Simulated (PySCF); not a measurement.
**[La(NH3)3]3+: other functionals and bases at one geometry**

How far do other levels of theory move the description of [La(NH3)3]3+, and what does each cost? The structure is generated, not taken from experiment.

Method: several levels, as the steps say, no spin–orbit coupling; program: PySCF 2.14.0.

1 further run of the same task is left out (for a known fault of the program).

## (1) Where the work starts

13 atoms, charge 3, spin multiplicity 1.

Bond lengths: La1–N2 2.564 Å, La1–N6 2.564 Å, La1–N10 2.564 Å, N2–H3 1.036 Å, N2–H4 1.036 Å, N2–H5 1.035 Å, N6–H7 1.036 Å, N6–H8 1.036 Å, N6–H9 1.035 Å, N10–H11 1.036 Å, N10–H12 1.036 Å, N10–H13 1.035 Å. Angles: N2–La1–N6 120.0°, N2–La1–N10 120.0°, N6–La1–N10 120.0°, La1–N2–H3 115.7°, La1–N2–H4 115.5°, La1–N2–H5 115.8°, H3–N2–H4 102.5°, H3–N2–H5 102.8°, H4–N2–H5 102.6°, La1–N6–H7 115.7°, La1–N6–H8 115.5°, La1–N6–H9 115.8°, H7–N6–H8 102.5°, H7–N6–H9 102.7°, H8–N6–H9 102.6°, La1–N10–H11 115.7°, La1–N10–H12 115.5°, La1–N10–H13 115.8° and more.

Coordinates:

```xyz
13
charge 3, multiplicity 1
La    0.0000    0.0000   -0.0132
N     2.5638    0.0008    0.0137
H     3.0066   -0.6506    0.6862
H     3.0188   -0.2560   -0.8811
H     3.0111    0.9058    0.2438
N    -1.2826    2.2199    0.0137
H    -0.9398    2.9291    0.6862
H    -1.2877    2.7424   -0.8811
H    -2.2900    2.1548    0.2438
N    -1.2812   -2.2207    0.0137
H    -2.0668   -2.2785    0.6862
H    -1.7311   -2.4864   -0.8811
H    -0.7211   -3.0606    0.2438
```

Formal oxidation states: La +3. The 4f shell is empty and lies in the core potential. An earlier session relaxed this geometry at PBE0, La lcecp-1-SVP with ECP46, N def2-SVP, H def2-SVP (singlet, point group C3).

At PBE0 on the finer grid: E = -199.942465 Eh, HOMO -23.66 eV, LUMO -15.99 eV, Mulliken charge on La1 +1.95 e, largest force component 0.006 eV/Å. The large-core potential holds the 4f shell empty.

Levels to run: B3LYP; M06-L; PBE0, TZVP. Hardware: 2 threads of Arm Neoverse V1, shared host.

## (2) B3LYP

The input, run.py (the lines that set the calculation):

```python
mol = gto.M(atom='''
La     0.00000     0.00000    -0.01315
N      2.56377     0.00080     0.01365
H      3.00660    -0.65063     0.68618
H      3.01881    -0.25600    -0.88107
H      3.01108     0.90581     0.24380
N     -1.28257     2.21989     0.01365
H     -0.93984     2.92911     0.68618
H     -1.28770     2.74236    -0.88107
H     -2.28999     2.15477     0.24380
N     -1.28120    -2.22069     0.01365
H     -2.06676    -2.27848     0.68618
H     -1.73110    -2.48637    -0.88107
H     -0.72109    -3.06057     0.24380''',
    basis={'La': 'lcecp-1-SVP', 'N': 'def2-SVP', 'H': 'def2-SVP'},
    ecp={'La': 'lcecp-1-SVP'},
    charge=3, spin=0)
mf = dft.RKS(mol, xc='B3LYP')
mf.grids.atom_grid = (75, 302)  # f atoms: unpruned, at least (60, 302)
mf = mf.density_fit()  # fitting sets: La AutoAux, N def2-universal-JKFIT, H def2-universal-JKFIT
mf.conv_tol = 1e-08; mf.max_cycle = 55
mf.kernel(dm0)  # dm0: the density of the relaxed state
```

On the command line:

```sh
$ OMP_NUM_THREADS=2 python run.py
```

## (3) M06-L

run.py (the lines that set the calculation), as its differences from that of step 2:

```diff
@@ -17,3 +17,3 @@
     charge=3, spin=0)
-mf = dft.RKS(mol, xc='B3LYP')
+mf = dft.RKS(mol, xc='M06L')
 mf.grids.atom_grid = (75, 302)  # f atoms: unpruned, at least (60, 302)
```

## (4) PBE0, TZVP

Basis: La lcecp-1-TZVP with ECP46, N def2-TZVP, H def2-TZVP. 

run.py (the lines that set the calculation), as its differences from that of step 3:

```diff
@@ -14,6 +14,6 @@
 H     -0.72109    -3.06057     0.24380''',
-    basis={'La': 'lcecp-1-SVP', 'N': 'def2-SVP', 'H': 'def2-SVP'},
-    ecp={'La': 'lcecp-1-SVP'},
+    basis={'La': 'lcecp-1-TZVP', 'N': 'def2-TZVP', 'H': 'def2-TZVP'},
+    ecp={'La': 'lcecp-1-TZVP'},
     charge=3, spin=0)
-mf = dft.RKS(mol, xc='M06L')
+mf = dft.RKS(mol, xc='PBE0')
 mf.grids.atom_grid = (75, 302)  # f atoms: unpruned, at least (60, 302)
@@ -21,2 +21,2 @@
 mf.conv_tol = 1e-08; mf.max_cycle = 55
-mf.kernel(dm0)  # dm0: the density of the relaxed state
+mf.kernel(dm0)  # dm0: free metal ions and neutral atoms
```

Q: Predict the outcome of this session. Wanted: for each run, HOMO; gap; charge on La1; dipole; largest force.

As calculated:

| level | state | HOMO (eV) | gap (eV) | charge on La1 (e) | dipole (D) | largest force (eV/Å) | basis functions | time |
| --- | --- | --- | --- | --- | --- | --- | --- | --- |
| PBE0 (relaxed here) | singlet | -23.66 | 7.67 | 1.95 | 0.05 | 0.01 | 120 | 24 s |
| B3LYP | singlet | -23.36 | 7.01 | 1.92 | 0.05 | 0.08 | 120 | 8.9 s |
| M06-L | singlet | -22.46 | 6.11 | 2.03 | 0.04 | 0.10 | 120 | 14 s |
| PBE0, TZVP | singlet | -23.58 | 7.69 | 2.13 | 0.04 | 0.38 | 194 | 39 s |

Times are on 2 threads of Arm Neoverse V1, shared host; the first row also made further properties. The dipole of a charged species depends on the origin, so these sizes hold for this origin alone.

In one basis the HOMO–LUMO gap runs from 6.11 eV (M06-L) to 7.67 eV (PBE0). The largest leftover force, 0.38 eV/Å with PBE0, TZVP, stands at a geometry relaxed at another level. The Mulliken charge on La spans +1.92 to +2.13 e over the levels. With 4f in the core, its levels are missing from HOMO and gap. Total energies of different levels can't be compared. Spin–orbit coupling is left out throughout.
